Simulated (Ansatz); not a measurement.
# Al3Co2Ru: the cost of one run

Program: Ansatz 0.2.0. Level of theory: DFT LDA, scalar-relativistic, plane waves, PAW. These are calculated values, not measurements.

1 further run of the same task is left out (it didn't finish).

### 1 The system as given

Symmetry: P4/mmm, No. 123, tetragonal system. The conventional cell has a = 2.914 Å, b = 2.914 Å, c = 8.706 Å, α = 90.00°, β = 90.00°, γ = 90.00°. Al (site symmetry 4mm) is surrounded by 4 Co at 2.51 Å and 4 Ru at 2.56 Å and 6 Al at 2.84 to 3.03 Å. Around Al (site symmetry 4/mmm) lie 8 Co at 2.49 Å and 6 Al at 2.84 to 2.91 Å. Co (site symmetry 4mm) is surrounded by 8 Al at 2.49 to 2.51 Å and 5 Co at 2.79 to 2.91 Å. Ru (site symmetry 4/mmm) has 8 Al at 2.56 Å and 4 Ru at 2.91 Å as nearest neighbours.

Coordinates:

```xyz
6
Lattice="2.9139 0.0000 0.0000 0.0000 2.9139 0.0000 0.0000 0.0000 8.7060" Properties=species:S:1:pos:R:3 pbc="T T T"
Al    0.0000    0.0000    7.1908
Al    0.0000    0.0000    1.5152
Al    0.0000    0.0000    4.3530
Co    1.4570    1.4570    2.9572
Co    1.4570    1.4570    5.7488
Ru    1.4570    1.4570    0.0000
```

The cell was relaxed beforehand at this level, from a generated guess; it is a trial structure. At a tolerance of 0.05 Å it has space group P4/mmm (No. 123); it has 12.32 Å³/atom, an uncorrected energy of -0.60 eV/atom over the elements and, on its mesh, gap none (metal).

### 2 Level of theory: LDA

input.yaml

```yaml
crystal:
  lattice:
    - [2.9139124931, 0.0, 0.0]
    - [0.0, 2.9139124931, 0.0]
    - [0.0, 0.0, 8.7060118323]
  atoms:
    - { symbol: Al, position: [0.0, 0.0, 0.8259563453] }
    - { symbol: Al, position: [0.0, 0.0, 0.1740436547] }
    - { symbol: Al, position: [0.0, 0.0, 0.5] }
    - { symbol: Co, position: [0.5, 0.5, 0.3396694641] }
    - { symbol: Co, position: [0.5, 0.5, 0.6603305359] }
    - { symbol: Ru, position: [0.5, 0.5, 0.0] }
basis:
  ecutwfc: 420
kpoints:
  mp_grid: { grid: [12, 12, 6] }
  band_path:
    path:
      - [[0.0, 0.0, 0.0], [0.0, 0.5, 0.0], [0.5, 0.5, 0.0], [0.0, 0.0, 0.0], [0.0, 0.0, 0.5], [0.0, 0.5, 0.5], [0.5, 0.5, 0.5], [0.0, 0.0, 0.5]]
      - [[0.0, 0.5, 0.0], [0.0, 0.5, 0.5]]
      - [[0.5, 0.5, 0.0], [0.5, 0.5, 0.5]]
    npoints: 14
hamiltonian:
  xc: lda
scf:
  occupations: { method: gaussian, width: 0.1 }
  n_extra_bands: 15
output:
  forces: true
  stress: true
  eigenvalues: true
  populations: true
  dos: { projected: true, de: 0.02, nscf_kmesh: { grid: [15, 15, 8] } }
  bader: true
  write_density: true
  write_potential: true
  elf: true
  volumetric_format: npy
```

The run is started by

```sh
$ ansatz run input.yaml --threads 1 --pin off --max-ram 2560MiB --backend cpu --events-out ev --progress --plain --runs-dir out
```

What time and memory should one allow on 1 thread of Intel Xeon at 2.70GHz, shared host?

About 1.7 min, with a peak of 0.66 GiB.
